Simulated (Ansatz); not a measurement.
**HfO+ (quartet): from Hartree-Fock to the top rungs, def2-TZVPP**

An exercise on one series of results from a longer session: the logs are not shown, and one member is left open.

Computed with Ansatz 0.2.0, Gaussian basis. Level: def2-TZVPP, core rule «outside noble gas», up to 5 orbitals frozen.

Plan: UHF; ROHF; CCSD(T) on UHF.

### The geometry

The geometry is a PBE0/def2-TZVP stationary point (not a proven minimum) of the parent state, kept for this charge and spin. No spin-orbit coupling is included. Elements past krypton take def2 core potentials.

2 atoms, charge 1, spin multiplicity 4.

Atoms are counted from 1 here; the program's logs count them from 0.

Bond lengths: Hf1–O2 1.691 Å.

Set-up of the first run:

Input file in.yaml:

```yaml
crystal:
  periodic: [false, false, false]
  atoms:
    - {symbol: Hf, position_ang: [0.000000, 0.000000, 0.000000]}
    - {symbol: O, position_ang: [0.000000, 0.000000, 1.691000]}
basis:
  gaussian: {orbitals: def2-TZVPP}
total_charge: 1
magnetization: {spin_polarized: true, initial_magnetization: 3}
hamiltonian: {xc: hf}
output: {orbitals: {seedname: orbitals}}
```

The run is started by

```bash
ansatz run in.yaml --threads 1 --pin off --events-out ev --progress --plain --max-ram 2816MiB --backend cpu
```

Steps of the session up to this table: UHF; ROHF; CCSD(T) on UHF.

One of the session's tables, all rows but one given; the rest of the session is left out.

```
  method  from UCCSD(T) (meV)
    ROHF              +6963.0
     UHF              +6746.7
    UMP2               +562.3
   UCCSD                    ?
UCCSD(T)                    0
```

Q: Estimate the row for UCCSD from the others.

The run gave: from UCCSD(T) (meV): +258.4. In the column «from UCCSD(T) (meV)» it lies between UCCSD(T) (0) and UMP2 (+562.3).
